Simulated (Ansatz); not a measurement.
# Sn2Te3Se: the cost of one run

Method: DFT PBE, scalar-relativistic, plane waves, PAW, in Ansatz 0.2.0.

## 1. The structure to begin with

Symmetry: P-6m2, No. 187, hexagonal system. Conventional cell: a = 4.794 Å, b = 4.794 Å, c = 10.095 Å, α = 90.00°, β = 90.00°, γ = 120.00°. Sn (site symmetry 3m) is surrounded by 3 Se at 3.72 Å and 9 Te at 3.72 to 3.77 Å. Around Te (site symmetry -6m2) lie 3 Te at 2.77 Å and 6 Sn at 3.77 Å. Te (site symmetry -6m2) is surrounded by 3 Se at 2.77 Å and 6 Sn at 3.72 Å. Around Se (site symmetry -6m2) lie 3 Te at 2.77 Å and 6 Sn at 3.72 Å.

Coordinates:

```cif
data_structure
_symmetry_space_group_name_H-M 'P 1'
_symmetry_Int_Tables_number 1
_cell_length_a 4.7936
_cell_length_b 4.7936
_cell_length_c 10.0953
_cell_angle_alpha 90.000
_cell_angle_beta 90.000
_cell_angle_gamma 120.000
_cell_volume 200.90
loop_
_atom_site_label
_atom_site_type_symbol
_atom_site_fract_x
_atom_site_fract_y
_atom_site_fract_z
_atom_site_occupancy
Sn1 Sn 0.33333 0.66667 0.24624 1
Sn2 Sn 0.33333 0.66667 0.75376 1
Te1 Te 0.66667 0.33333 0.50000 1
Te2 Te 0.00000 0.00000 0.00000 1
Te3 Te 0.00000 0.00000 0.50000 1
Se1 Se 0.66667 0.33333 0.00000 1
```

Recipe of the guess: species swapped into a database cell of La2CuSi3 (P-6m2, No. 187), with Sn on the La sites, Te on the Si sites and Se on the Cu sites. Lengths come from tabulated atomic sizes and are only a guess.

## 2. A first look at the guess

Input file input.yaml:

```yaml
crystal:
  lattice:
    - [4.79364439, 0.0, 0.0]
    - [-2.3968222, 4.15141782, 0.0]
    - [0.0, 0.0, 10.09533697]
  atoms:
    - { symbol: Sn, position: [0.33333333, 0.66666667, 0.24623919] }
    - { symbol: Sn, position: [0.33333333, 0.66666667, 0.75376081] }
    - { symbol: Te, position: [0.66666667, 0.33333333, 0.5] }
    - { symbol: Te, position: [0.0, 0.0, 0.0] }
    - { symbol: Te, position: [0.0, 0.0, 0.5] }
    - { symbol: Se, position: [0.66666667, 0.33333333, 0.0] }
basis:
  ecutwfc: 420
kpoints:
  mp_grid: { grid: [6, 6, 2] }
hamiltonian:
  xc: pbe
scf:
  occupations: { method: gaussian, width: 0.1 }
  lower_state_search: "off"
output:
  forces: true
  stress: true
  eigenvalues: true
```

Started as:

```console
$ ansatz run input.yaml --threads 1 --pin off --max-ram 2560MiB --backend cpu --events-out ev --progress --plain --runs-dir out
```

Q: Estimate wall time and peak memory on 1 thread of Intel Xeon at 2.70GHz, shared host.

About 12 s, with a peak of 0.49 GiB.
